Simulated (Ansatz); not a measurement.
**F₃GaH₂S: how energies converge with the basis set**

Aim: see how fast density functionals converge with the basis set for F₃GaH₂S.

Method: one geometry, several basis sets; program: Ansatz 0.2.0, Gaussian basis.

The runs, in order: PBE0-D4/def2-SVP; ωB97M-V/def2-SVP; PBE0-D4/def2-QZVPP; ωB97M-V/def2-QZVPP; the functionals' def2-TZVPP values are taken from earlier runs.

## (1) The geometry

The geometry comes from an earlier relaxation with PBE0-D4 in a triple-zeta def2 set; it is a stationary point, not always the lowest conformer.

SMILES `[F][Ga-]([F])([F])[SH2+]`, 7 atoms, charge 0, spin multiplicity 1.

Atoms are counted from 1 here; the program's logs count them from 0.

Bond lengths: F1–Ga2 1.753 Å, Ga2–F3 1.744 Å, Ga2–F4 1.753 Å, Ga2–S5 2.487 Å, S5–H6 1.346 Å, S5–H7 1.346 Å. Angles: F1–Ga2–F3 117.8°, F1–Ga2–F4 116.9°, F1–Ga2–S5 97.0°, F3–Ga2–F4 117.8°, F3–Ga2–S5 103.4°, F4–Ga2–S5 97.0°, Ga2–S5–H6 91.7°, Ga2–S5–H7 91.7°, H6–S5–H7 93.1°.

## (2) PBE0-D4 in def2-SVP

in.yaml

```yaml
crystal:
  periodic: [false, false, false]
  atoms:
    - {symbol: F, position_ang: [-0.744502, -0.993379, 1.556105]}
    - {symbol: Ga, position_ang: [0.379104, -0.909594, 0.213450]}
    - {symbol: F, position_ang: [2.079529, -1.075653, 0.563846]}
    - {symbol: F, position_ang: [-0.196730, -1.483877, -1.339170]}
    - {symbol: S, position_ang: [0.121189, 1.520657, -0.246888]}
    - {symbol: H, position_ang: [-0.959543, 1.598548, 0.552295]}
    - {symbol: H, position_ang: [-0.617748, 1.275097, -1.345238]}
basis:
  gaussian: {orbitals: def2-SVP}
hamiltonian: {xc: pbe0, dispersion: d4}
output: {orbitals: {seedname: orbitals}}
```

The runs that follow: ωB97M-V in def2-SVP; PBE0-D4 in def2-QZVPP; ωB97M-V in def2-QZVPP.

**Question.** What will the summary of the whole plan be? Wanted: PBE0-D4: double and triple zeta above quadruple; ωB97M-V: double and triple zeta above quadruple.

As calculated:

| quantity | value |
| --- | --- |
| PBE0-D4: double and triple zeta above quadruple | 22.84, 2.01 eV |
| ωB97M-V: double and triple zeta above quadruple | 22.90, 1.92 eV |

What this shows: For PBE0-D4 the step from double to triple zeta gains 20.83 eV and the next only 2.01 eV. These are total energies; as a rule much of such shifts cancels in differences, which this series doesn't test. The LUMO of ωB97M-V is positive and keeps falling with the basis (1.28 to 0.44 eV): an unbound level that the basis holds in place.
